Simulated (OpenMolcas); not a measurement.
**One shape, several levels: CH7GaSi (SMILES [CH3][GaH][SiH3])**

Aim: a comparison of 6 runs (HF/6-31G*, M06-L/6-31G*, TPSS/6-31G*, r2SCAN/6-31G*, revPBE/6-31G*, MP2/6-31G*) of CH7GaSi. 

The results are computed with OpenMolcas 26.06.

### 1 Starting point

CH7GaSi has 10 atoms, charge 0, and is taken as a singlet. SMILES: `[CH3][GaH][SiH3]`. The coordinates come from a PBE0-D4/def2-TZVP relaxation.

Bond lengths: C1–Ga2 1.971 Å, Ga2–Si3 2.419 Å, C1–H4 1.090 Å, C1–H5 1.094 Å, C1–H6 1.093 Å, Ga2–H7 1.578 Å, Si3–H8 1.492 Å, Si3–H9 1.489 Å, Si3–H10 1.492 Å. Some angles: C1–Ga2–Si3 120.8°, C1–Ga2–H7 118.1°, Si3–Ga2–H7 121.0°, Ga2–C1–H4 113.1°, Ga2–C1–H5 109.2°, Ga2–C1–H6 110.1°, Ga2–Si3–H8 110.2°, Ga2–Si3–H9 114.2°, Ga2–Si3–H10 110.2°, H4–C1–H5 108.5°.

### 2 Energy and forces at HF/6-31G(d) (spherical functions) (run 1)

Contents of job.input:

```
* CH7GaSi Hartree-Fock

&GATEWAY
 BasLib = $CurrDir
 BasisSet
 C.6-31Gs....
 C1 -1.123300 1.394100 -0.619200 angstrom
 End of Basis
 BasisSet
 Ga.6-31Gs....
 Ga2 0.561500 0.659300 0.093300 angstrom
 End of Basis
 BasisSet
 Si.6-31Gs....
 Si3 0.786700 -1.705300 0.550700 angstrom
 End of Basis
 BasisSet
 H.6-31Gs....
 H4 -1.924300 0.656600 -0.670400 angstrom
 H5 -0.947000 1.785400 -1.626000 angstrom
 H6 -1.454200 2.236500 -0.005700 angstrom
 H7 1.759600 1.654600 0.346000 angstrom
 H8 0.531000 -2.496200 -0.688800 angstrom
 H9 2.125000 -2.100900 1.069700 angstrom
 H10 -0.231700 -2.135100 1.553300 angstrom
 End of Basis

&SEWARD

&SCF
 Thresholds = 1e-10 1e-07 1e-07 1e-05
 PrOrbitals = 0

&ALASKA
```

The basis set 6-31G* is read from a file made from the Basis Set Exchange's data (not shown).

The run is started by

```sh
$ export MOLCAS_MEM=1860
$ pymolcas job.input > job.log
```

The log of the run:

```text
--- Start Module: gateway ---
[...]
--- Stop Module: gateway /rc=_RC_ALL_IS_WELL_ ---
[...]
      Basis functions           78
[...]
--- Start Module: scf ---
[...]
       Convergence after  12 Iterations
[...]
::    Total SCF energy                              -2253.8016784963
[...]
      Total spin, S                                     0.0000000000
[...]
      Total electronic charge=   58.000000
      Total            charge=   -0.000000
[...]
      Dipole Moment (debye):
      Origin of the operator (angstrom)=    0.4061    0.1213    0.1241
                   X= -4.7399E-01               Y=  6.7743E-01               Z= -2.7404E-01           Total=  8.7102E-01
      Quadrupole Moment (debye*angstrom):
[...]
--- Stop Module: scf /rc=_RC_ALL_IS_WELL_ ---
[...]
--- Start Module: alaska ---
[...]
 *              Molecular gradients               *
 **************************************************
  Irreducible representation: a
 ------------------------------------------------------------------------------------------
                              X                       Y                       Z
 ------------------------------------------------------------------------------------------
  C1                7.02375335437644E-03   -4.84686813300161E-03    3.56148252453004E-03
  GA2              -2.57995208133899E-03   -1.73502789510316E-03   -7.50203814588568E-04
  SI3              -6.61876520918092E-04    1.08413865715775E-02   -1.92950966293814E-03
  H4               -2.41285423399340E-03   -3.78741363238522E-03    1.45432155330139E-04
  H5                1.90608357581612E-03    1.50620234395760E-03   -3.60223259718850E-03
  H6               -9.12149104232984E-05    3.47301128963018E-03    2.82345676365470E-03
  H7               -2.88308390199887E-03   -2.46295536073404E-03   -5.91454233839661E-04
  H8               -8.56143747328231E-04   -1.51338404982404E-03   -3.03882347780693E-03
[...]
--- Stop Module: alaska /rc=_RC_ALL_IS_WELL_ ---
[...]
```

Run time: 14 s. Hardware: 1 thread of Intel Xeon Platinum 8259CL at 2.50GHz (Skylake/Cascade Lake), shared host; peak memory 0.44 GiB.

### 3 Energy and forces at M06-L/6-31G(d) (spherical functions) (run 2)

Contents of struct.xyz:

```xyz
10

C     -1.123300     1.394100    -0.619200
Ga     0.561500     0.659300     0.093300
Si     0.786700    -1.705300     0.550700
H     -1.924300     0.656600    -0.670400
H     -0.947000     1.785400    -1.626000
H     -1.454200     2.236500    -0.005700
H      1.759600     1.654600     0.346000
H      0.531000    -2.496200    -0.688800
H      2.125000    -2.100900     1.069700
H     -0.231700    -2.135100     1.553300
```

Contents of test.inp:

```
>>> EXPORT MOLCAS_PRINT=2

&GATEWAY
  BASLIB
  $CurrDir
  COORD
  struct.xyz
  BASIS
  6-31Gs
  GROUP
  NoSym

&SEWARD
  GRIDINPUT
  Grid=UltraFine
  End of Grid

&SCF
  KSDFT
  M06L
  THRESHOLDS
  1e-10 1e-07 1e-07 1e-05
  PRORBITALS
  1 1

&ALASKA
```

The basis set 6-31G* is read from a file made from the Basis Set Exchange's data (not shown).

The run is started by

```sh
$ export MOLCAS_MEM=1860
$ pymolcas test.inp > test.log
```

The log of the run:

```text
--- Start Module: gateway ---
[...]
--- Stop Module: gateway /rc=_RC_ALL_IS_WELL_ ---
[...]
      Basis functions           78
[...]
--- Start Module: scf ---
[...]
       Convergence after  14 Iterations
[...]
::    Total KS-DFT energy                           -2256.2837932190
[...]
      Total spin, S                                     0.0000000000
[...]
      Total electronic charge=   58.000000
      Total            charge=   -0.000000
[...]
      Dipole Moment (debye):
      Origin of the operator (angstrom)=    0.4061    0.1213    0.1241
                   X= -6.0375E-01               Y=  6.5312E-01               Z= -3.2519E-01           Total=  9.4701E-01
      Quadrupole Moment (debye*angstrom):
[...]
--- Stop Module: scf /rc=_RC_ALL_IS_WELL_ ---
[...]
--- Start Module: alaska ---
[...]
 *              Molecular gradients               *
 **************************************************
  Irreducible representation: a
 ------------------------------------------------------------------------------------------
                              X                       Y                       Z
 ------------------------------------------------------------------------------------------
  C1               -1.80570548507397E-03    1.79157058260770E-04   -6.60566014803798E-04
  GA2               1.70414270391461E-03    4.33111234041661E-04    4.77178743682360E-04
  SI3              -6.61145682927078E-04    2.85676649716393E-03   -6.62076450842264E-04
  H4                1.86036854116090E-03    9.81145547318985E-04    3.35977476345284E-04
  H5                2.71347899705288E-04   -7.64339255725055E-04    1.49054591371112E-03
  H6                9.04320680104043E-04   -1.37192819397081E-03   -5.62088806558503E-04
  H7               -2.36493072672594E-03   -2.14383969207166E-03   -4.59929980114904E-04
  H8               -2.90520025231222E-04   -4.21247486048326E-04   -1.72895642046278E-03
[...]
--- Stop Module: alaska /rc=_RC_ALL_IS_WELL_ ---
[...]
```

Run time: 59 s. Hardware: 1 thread of Intel Xeon Platinum 8259CL at 2.50GHz (Skylake/Cascade Lake), shared host; peak memory 0.44 GiB.

Runs 3 to 5 aren't shown in full; the table further down has their settings and results.

### 4 A single-point energy at MP2/6-31G(d) (spherical functions) (run 6)

Contents of calc.inp:

```
>>> EXPORT MOLCAS_PRINT=2

&GATEWAY
 BasLib
 $CurrDir
 Coord
 10
 angstrom
 C       -1.123300       1.394100      -0.619200
 Ga       0.561500       0.659300       0.093300
 Si       0.786700      -1.705300       0.550700
 H       -1.924300       0.656600      -0.670400
 H       -0.947000       1.785400      -1.626000
 H       -1.454200       2.236500      -0.005700
 H        1.759600       1.654600       0.346000
 H        0.531000      -2.496200      -0.688800
 H        2.125000      -2.100900       1.069700
 H       -0.231700      -2.135100       1.553300
 Basis
 6-31Gs
 Group
 NoSym

&SEWARD

&SCF
 Thresholds
 1e-10 1e-07 1e-07 1e-05
 PrOrbitals
 1 1

&MBPT2
 Frozen
 15
```

The basis set 6-31G* is read from a file made from the Basis Set Exchange's data (not shown).

The run is started by

```sh
$ export MOLCAS_MEM=1860
$ pymolcas calc.inp > calc.log
```

The log of the run:

```text
--- Start Module: gateway ---
[...]
--- Stop Module: gateway /rc=_RC_ALL_IS_WELL_ ---
[...]
      Basis functions           78
[...]
--- Start Module: scf ---
[...]
       Convergence after  12 Iterations
[...]
::    Total SCF energy                              -2253.8016784963
[...]
      Total spin, S                                     0.0000000000
[...]
      Total electronic charge=   58.000000
      Total            charge=   -0.000000
[...]
      Dipole Moment (debye):
      Origin of the operator (angstrom)=    0.4061    0.1213    0.1241
                   X= -4.7399E-01               Y=  6.7743E-01               Z= -2.7404E-01           Total=  8.7102E-01
      Quadrupole Moment (debye*angstrom):
[...]
--- Stop Module: scf /rc=_RC_ALL_IS_WELL_ ---
[...]
--- Start Module: mbpt2 ---
[...]
WARNING!
Default frozen orbitals as non valence orbitals is overwritten by user input.
Default values:  17
[...]
       Reference weight ( Cref**2 )         =        0.87559
::    Total MBPT2 energy                            -2254.2514929288
[...]
      Total MBPT2 calculations                           0.26      0.29
--- Stop Module: mbpt2 /rc=_RC_ALL_IS_WELL_ ---
[...]
```

Run time: 7.8 s. Hardware: 1 thread of Intel Xeon Platinum 8259CL at 2.50GHz (Skylake/Cascade Lake), shared host; peak memory 0.44 GiB.

### 5 Overview of the runs

| run | level | integration grid | task | energy (Eh) | dipole moment (D) of the reference | HOMO energy (eV) | LUMO energy (eV) | wall time |
| --- | --- | --- | --- | --- | --- | --- | --- | --- |
| 1 | HF/6-31G* (spherical functions) | – | gradient | -2253.801678 | 0.87 | -9.76 | 1.03 | 14 s |
| 2 | M06-L/6-31G* (spherical functions) | UltraFine | gradient | -2256.283793 | 0.95 | -6.37 | -2.17 | 59 s |
| 3 | TPSS/6-31G* (spherical functions) | UltraFine | gradient | -2256.378814 | 1.03 | -6.30 | -2.31 | 61 s |
| 4 | r2SCAN/6-31G* (spherical functions) | UltraFine | gradient | -2256.270415 | 0.98 | -6.43 | -2.22 | 55 s |
| 5 | revPBE/6-31G* (spherical functions) | UltraFine | gradient | -2256.131970 | 1.04 | -6.13 | -2.33 | 48 s |
| 6 | MP2/6-31G* (spherical functions) | – | energy | -2254.251493 | 0.87 | -9.76 | 1.03 | 7.8 s |

### 6 Outcome

| quantity | value |
| --- | --- |
| run 6: total energy | -2254.25149 Eh |
| run 6: dipole moment (mean-field density) | 0.87 D |
| run 6: HOMO energy (Hartree–Fock orbitals) | -9.76 eV |
| run 6: LUMO energy (Hartree–Fock orbitals) | 1.03 eV |
| run 6: HOMO–LUMO gap (Hartree–Fock orbitals) | 10.79 eV |
| run 6: correlation energy (15 core orbitals frozen) | -449.8 mEh |

**Reading.** Over runs 1, 2, 3, 4, 5 the dipole moment (its size) runs from 0.87 D (HF/6-31G*) to 1.04 D (revPBE/6-31G*). Over runs 1, 2, 3, 4, 5 the HOMO–LUMO gap runs from 3.80 eV (revPBE/6-31G*) to 10.79 eV (HF/6-31G*). Exact exchange widens orbital gaps. Totals of different functionals can't be ranked against each other. All runs together took 4.1 min, the longest 61 s.
